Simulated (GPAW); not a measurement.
Runs of GPAW 26.7.0 on Ti3Se. Symmetry: P-6m2, No. 187, hexagonal system. The conventional cell has a = 3.197 Å, b = 3.197 Å, c = 7.943 Å, α = 90.00°, β = 90.00°, γ = 120.00°. Around Se (site symmetry -6m2) lie 6 Ti at 2.58 Å. Ti (site symmetry -6m2) has 12 Ti at 2.85 to 3.20 Å as nearest neighbours. Around Ti (site symmetry 3m) lie 3 Se at 2.58 Å and 3 Ti at 2.85 Å. The cell comes from a database or a generator and needn't be the stable form of this composition.

```csv
task,level,potentials or basis,cell,optimizer,fmax,max steps,convergence,band path,gap on the mesh (eV),pressure (GPa),relaxed volume (Å³/atom),largest force (eV/Å)
relaxation of cell and atoms,PBEsol+D3(BJ)+ATM,"PAW data sets generated in the run's folder for this functional, pw",relaxed,BFGS,0.02 eV/Å,60,density=1e-05 forces=0.0001,-,none,0.1,16.23,-
relaxation of cell and atoms,PBEsol+D3(BJ),"PAW data sets generated in the run's folder for this functional, pw",relaxed,BFGS,0.02 eV/Å,60,density=1e-05 forces=0.0001,-,none,0.0,16.11,-
relaxation of cell and atoms,PBEsol+D4,"PAW data sets generated in the run's folder for this functional, pw",relaxed,BFGS,0.02 eV/Å,60,density=1e-05 forces=0.0001,-,none,0.0,16.67,0.01
band structure,r2SCAN,"GPAW PAW data sets (gpaw-data 1.2.1), pw",as given,-,-,-,-,"GMKGALHA,LM,KH",-,(a),-,0.06
band structure,PBE,"GPAW PAW data sets (gpaw-data 1.2.1), pw",as given,-,-,-,-,"GMKGALHA,LM,KH",-,(b),-,0.02
relaxation of cell and atoms,PBEsol,"PAW data sets generated in the run's folder for this functional, pw",relaxed,BFGS,0.02 eV/Å,60,density=1e-05 forces=0.0001,-,none,-0.1,(c),-
```

Alike in all rows: no spin polarisation; k mesh 6 × 6 × 3; cutoff (eV) 600; smearing fermi-dirac 0.05 eV; the mesh is coarse, so values aren't converged.

**Question.** Fill in the values left out.

**Answer.** (a) -0.9; (b) -0.2; (c) 16.89.

Caveats: all runs use coarse meshes; later steps reuse the first step's grids (some runs); pairwise dispersion overbinds metals, which lowers pressure and volume (some runs); the PAW data sets were made with another functional, which shifts forces and pressure a little (some runs).

A k mesh can miss the band edges, and the runs leave out spin-orbit coupling on Se.

A gap of «none» marks a metal or a gap under the smearing width.
